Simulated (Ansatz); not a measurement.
# Sn4P: the cost of one run

Method: DFT PBE, scalar-relativistic, plane waves, PAW, unless a step names another level, in Ansatz 0.2.0.

## Step 1: The structure to begin with

Symmetry: P-3m1, No. 164, trigonal system. Conventional cell: a = 4.082 Å, b = 4.082 Å, c = 9.337 Å, α = 90.00°, β = 90.00°, γ = 120.00°. Around Sn (site symmetry 3m) lie 3 P at 2.82 Å and 3 Sn at 3.22 Å. Around Sn (site symmetry 3m) lie 6 Sn at 2.99 to 3.22 Å. Around P (site symmetry -3m) lie 6 Sn at 2.82 Å.

Coordinates:

```xyz
5
Lattice="4.0821 0.0000 0.0000 -2.0411 3.5352 0.0000 0.0000 0.0000 9.3369" Properties=species:S:1:pos:R:3 pbc="T T T"
Sn    2.0411    1.1784    7.7861
Sn    0.0000    2.3568    1.5509
Sn    2.0411    1.1784    3.7522
Sn    0.0000    2.3568    5.5847
P     0.0000    0.0000    0.0000
```

It came out lowest among 21 distinct ends of the trial cells. At a tolerance of 0.05 Å it has space group P-3m1 (No. 164).

## Step 2: Relaxing to 0.001 eV/Å, on the response runs' mesh and smearing

input.yaml reads:

```yaml
crystal:
  lattice:
    - [4.0821455172, 0.0, 0.0]
    - [-2.0410727586, 3.5352417198, 0.0]
    - [0.0, 0.0, 9.3369285998]
  atoms:
    - { symbol: Sn, position: [0.6666666667, 0.3333333333, 0.8338996764] }
    - { symbol: Sn, position: [0.3333333333, 0.6666666667, 0.1661003236] }
    - { symbol: Sn, position: [0.6666666667, 0.3333333333, 0.4018672469] }
    - { symbol: Sn, position: [0.3333333333, 0.6666666667, 0.5981327531] }
    - { symbol: P, position: [0.0, 0.0, 0.0] }
basis:
  ecutwfc: 420
kpoints:
  mp_grid: { grid: [12, 12, 4] }
hamiltonian:
  xc: pbe
scf:
  occupations: { method: gaussian, width: 0.1 }
output:
  forces: true
  stress: true
  eigenvalues: true
relax:
  adjacent_minimum: "off"
  f_tol: 0.001
  max_steps: 60
  cell: { stress_tol: 0.01 }
```

Run with:

```bash
ansatz run input.yaml --threads 3 --pin off --max-ram 7680MiB --backend cpu --events-out ev --progress --plain --runs-dir out
```

What time and memory should one allow on 3 threads of Intel Xeon at 2.70GHz, shared host?

About 28 s, with a peak of 0.64 GiB.
